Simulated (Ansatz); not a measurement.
# C₂₄H₂₀: the relaxed shape and its frontier levels

What does C₂₄H₂₀ look like as a singlet, and where do its frontier electrons sit?

The runs use Ansatz 0.2.0, Gaussian basis; RKS PBE0-D4/def2-TZVP.

Plan: relaxation at PBE-D4/def2-SVP; a single point at PBE0-D4/def2-TZVP.

### 1 Starting geometry

SMILES `[H]/C=C/c1ccc(/C=C/c2ccc(/C=C/c3ccccc3)cc2)cc1`, 44 atoms, charge 0, spin multiplicity 1.

Atoms are counted from 1 here; the program's logs count them from 0.

Bond lengths: H1–C2 1.076 Å, C2–C3 1.328 Å, C2–H26 1.076 Å, C3–C4 1.456 Å, C3–H27 1.084 Å, C4–C5 1.397 Å, C4–C25 1.398 Å, C5–C6 1.377 Å, C5–H28 1.080 Å, C6–C7 1.400 Å, C6–H29 1.081 Å, C7–C8 1.448 Å, C7–C24 1.399 Å, C8–C9 1.343 Å, C8–H30 1.082 Å, C9–C10 1.446 Å, C9–H31 1.082 Å, C10–C11 1.400 Å and more. Angles: H1–C2–C3 121.3°, H1–C2–H26 115.8°, C3–C2–H26 122.8°, C2–C3–C4 126.8°, C2–C3–H27 118.7°, C4–C3–H27 114.5°, C3–C4–C5 123.6°, C3–C4–C25 118.8°, C5–C4–C25 117.6°, C4–C5–C6 120.8°, C4–C5–H28 119.9°, C6–C5–H28 119.2°, C5–C6–C7 121.7°, C5–C6–H29 119.4°, C7–C6–H29 118.9°, C6–C7–C8 119.1°, C6–C7–C24 117.3°, C8–C7–C24 123.6° and more.

The start is a GFN2-xTB geometry.

### 2 Optimising with PBE-D4/def2-SVP

File in.yaml:

```yaml
crystal:
  periodic: [false, false, false]
  atoms:
    - {symbol: H, position_ang: [10.438910, 0.063220, -0.562740]}
    - {symbol: C, position_ang: [9.398360, -0.208020, -0.513010]}
    - {symbol: C, position_ang: [8.447530, 0.715280, -0.424400]}
    - {symbol: C, position_ang: [7.011600, 0.485470, -0.360180]}
    - {symbol: C, position_ang: [6.437970, -0.777030, -0.190070]}
    - {symbol: C, position_ang: [5.070640, -0.927980, -0.125570]}
    - {symbol: C, position_ang: [4.204140, 0.166620, -0.231950]}
    - {symbol: C, position_ang: [2.776820, -0.053660, -0.134230]}
    - {symbol: C, position_ang: [1.817110, 0.869190, -0.311640]}
    - {symbol: C, position_ang: [0.389650, 0.667810, -0.199430]}
    - {symbol: C, position_ang: [-0.200400, -0.551760, 0.152640]}
    - {symbol: C, position_ang: [-1.566380, -0.682730, 0.255220]}
    - {symbol: C, position_ang: [-2.420670, 0.398460, 0.008980]}
    - {symbol: C, position_ang: [-3.863550, 0.326160, 0.088710]}
    - {symbol: C, position_ang: [-4.597690, -0.738370, 0.448050]}
    - {symbol: C, position_ang: [-6.045860, -0.803250, 0.500840]}
    - {symbol: C, position_ang: [-6.879690, 0.264780, 0.156210]}
    - {symbol: C, position_ang: [-8.253390, 0.136150, 0.206830]}
    - {symbol: C, position_ang: [-8.833400, -1.058480, 0.602970]}
    - {symbol: C, position_ang: [-8.023300, -2.124900, 0.956380]}
    - {symbol: C, position_ang: [-6.649490, -1.998030, 0.905890]}
    - {symbol: C, position_ang: [-1.829800, 1.617460, -0.344010]}
    - {symbol: C, position_ang: [-0.464840, 1.749120, -0.445060]}
    - {symbol: C, position_ang: [4.781450, 1.427910, -0.410160]}
    - {symbol: C, position_ang: [6.148220, 1.579540, -0.467360]}
    - {symbol: H, position_ang: [9.186380, -1.262560, -0.547690]}
    - {symbol: H, position_ang: [8.735900, 1.760210, -0.409790]}
    - {symbol: H, position_ang: [7.069460, -1.647470, -0.094990]}
    - {symbol: H, position_ang: [4.651390, -1.915400, 0.010470]}
    - {symbol: H, position_ang: [2.496490, -1.071200, 0.104170]}
    - {symbol: H, position_ang: [2.100750, 1.881220, -0.568480]}
    - {symbol: H, position_ang: [0.423440, -1.410800, 0.347910]}
    - {symbol: H, position_ang: [-1.980200, -1.641340, 0.529080]}
    - {symbol: H, position_ang: [-4.365390, 1.247260, -0.178930]}
    - {symbol: H, position_ang: [-4.099630, -1.657610, 0.729040]}
    - {symbol: H, position_ang: [-6.451840, 1.205210, -0.155410]}
    - {symbol: H, position_ang: [-8.880270, 0.974320, -0.062170]}
    - {symbol: H, position_ang: [-9.908480, -1.156800, 0.634890]}
    - {symbol: H, position_ang: [-8.466160, -3.059210, 1.269590]}
    - {symbol: H, position_ang: [-6.025350, -2.834780, 1.187320]}
    - {symbol: H, position_ang: [-2.462800, 2.471160, -0.542380]}
    - {symbol: H, position_ang: [-0.040390, 2.705110, -0.719420]}
    - {symbol: H, position_ang: [4.155180, 2.302210, -0.495550]}
    - {symbol: H, position_ang: [6.567590, 2.567490, -0.600560]}
basis:
  gaussian: {orbitals: def2-SVP, fitting: {mean_field: def2-universal-jkfit}}
hamiltonian: {xc: pbe, dispersion: d4}
scf: {lower_state_search: "off"}
output: {orbitals: {seedname: orbitals}}
relax: {f_tol: 0.03, max_steps: 70}
```

Started as:

```
ansatz run in.yaml --threads 2 --pin off --events-out ev --progress --plain --max-ram 22528MiB --backend cuda --devices 0, --max-vram 18GiB
```

After this run come: Single point, PBE0-D4/def2-TZVP.

Q: Predict the results of all the runs planned. Wanted: point group; commonest bond, hydrogen aside; HOMO, LUMO at PBE0-D4/def2-TZVP; dipole at PBE-D4/def2-SVP.

The runs gave:

| quantity | value |
| --- | --- |
| point group | C1 |
| commonest bond, hydrogen aside | C–C, 26 of mean length 1.413 Å |
| HOMO, LUMO at PBE0-D4/def2-TZVP | -5.55, -2.24 eV |
| dipole at PBE-D4/def2-SVP | 0.29 D |

In words: The molecule keeps its bonding pattern by the stored test; the atoms moved 0.13 Å (rms). No usable vibrations, so a minimum isn't proven. The HOMO lies nearest to C8, C13, C15 about 8 % each; C4, C9, C10 about 7 % each and the LUMO to 4 C atoms about 8 % each; C4, C10 about 6 % each. The point group is read from a loosely relaxed geometry; soft torsions can leave it below the true symmetry.
